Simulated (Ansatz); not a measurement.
# AlClH₄SSi, SMILES [AlH2][SiH](S)Cl: vertical spin-state energies

Computed with the Ansatz DFT code, driven from Python.

Notebook, run cell by cell (the value of a cell's last expression is shown):

**Cell 1**
```python
import ansatz as az
```

**Cell 2**
```python
mol = (
    az.Crystal.molecule()
    .atom('Al', [-0.8992, 1.389, -0.481])
    .atom('Si', [0.5577, -0.2715, 0.1325])
    .atom('S', [-0.5634, -1.9162, 0.9528])
    .atom('Cl', [1.6956, -0.9027, -1.5566])
    .atom('H', [-1.0239, 1.9005, -2.0334])
    .atom('H', [-1.8923, 2.1215, 0.6044])
    .atom('H', [1.5293, 0.2551, 1.1396])
    .atom('H', [0.6882, -2.6328, 1.186])
)
```

**Cell 3**
```python
setup = (
    mol.calculation()
    .basis(gaussian='aug-cc-pVDZ')
    .functional('B3LYP', dispersion='d4')
)
found = {}
for unpaired in [0, 2]:
    rep = setup.spin('collinear', total=unpaired).run().report
    s = unpaired / 2
    found[unpaired] = rep['free_energy_ev']
    print(f'2S+1 = {unpaired + 1}: E = {found[unpaired]:.5f} eV, <S^2> = {abs(rep["mean_field"]["state"]["spin_squared"]):.3f} (pure state {s * (s + 1):.2f})')
lowest = min(found, key=found.get)
for unpaired, e in found.items():
    print(f'multiplicity {unpaired + 1}: {96.485332 * (e - found[lowest]):.1f} kJ/mol above the lowest')
```
Output:
```text
2S+1 = 1: E = -37901.61740 eV, <S^2> = 0.000 (pure state 0.00)
2S+1 = 3: E = -37898.07845 eV, <S^2> = 2.004 (pure state 2.00)
multiplicity 1: 0.0 kJ/mol above the lowest
multiplicity 3: 341.5 kJ/mol above the lowest
```

In order: multiplicity 1 (+0.00 eV) and multiplicity 3 (+3.54 eV), all at the one geometry.

What to keep in mind:
- These settings explore the input space; basis and method may be short of convergence.
- The geometry is a force-field or estimated start, not a minimum of this method, and the basis set is short of its limit. All parts are taken at fixed geometry, without zero-point energy.
- b3lyp holds the VWN-RPA fit, as in Gaussian; the form of ORCA and Turbomole is b3lyp5.
- Finished in 50 s on 1 thread of Intel(R) Xeon(R) Platinum 8259CL CPU @ 2.50GHz (Skylake/Cascade Lake) (shared host), peak memory 0.59 GiB.
